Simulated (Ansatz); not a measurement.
# CH4NSb: the cost of one run

All numbers below are computed with Ansatz 0.2.0 (RKS B3LYP-D4/def2-SVP).

## Step 1: Starting point

Bond lengths: C1–N2 1.239 Å, N2–Sb3 2.056 Å, C1–H4 1.048 Å, C1–H5 1.111 Å, Sb3–H6 1.759 Å, Sb3–H7 1.779 Å. Angles: C1–N2–Sb3 120.7°, N2–C1–H4 122.3°, N2–C1–H5 123.3°, H4–C1–H5 114.1°, N2–Sb3–H6 93.5°, N2–Sb3–H7 93.4°, H6–Sb3–H7 93.3°.

Structure file:

```xyz
7

C    -0.8536   -0.4853   -0.6901
N    -0.4650   -0.9154    0.4047
Sb    1.0632    0.0164    1.4170
H    -1.6399   -0.9313   -1.2200
H    -0.4692    0.4508   -1.1496
H     0.3552    1.6162    1.2326
H     2.0705    0.1807   -0.0404
```

## Step 2: Preparing the start

input.yaml

```yaml
crystal:
  periodic: [false, false, false]
  atoms:
    - { symbol: C, position_ang: [-0.8536, -0.4853, -0.6901] }
    - { symbol: "N", position_ang: [-0.465, -0.9154, 0.4047] }
    - { symbol: Sb, position_ang: [1.0632, 0.0164, 1.417] }
    - { symbol: H, position_ang: [-1.6399, -0.9313, -1.22] }
    - { symbol: H, position_ang: [-0.4692, 0.4508, -1.1496] }
    - { symbol: H, position_ang: [0.3552, 1.6162, 1.2326] }
    - { symbol: H, position_ang: [2.0705, 0.1807, -0.0404] }
basis:
  gaussian: { orbitals: def2-SVP }
hamiltonian:
  xc: b3lyp
  dispersion: d4
relax:
  f_tol: 0.02
  max_steps: 40
scf:
  lower_state_search: "off"
```

The run is started by

```console
$ ansatz run input.yaml --threads 1 --pin off --max-ram 2048MiB --backend cpu --events-out ev --progress --plain --runs-dir out
```

What time and memory should one allow on 1 thread of Arm Neoverse V2, shared host?

About 29 s, with a peak of 0.15 GiB.
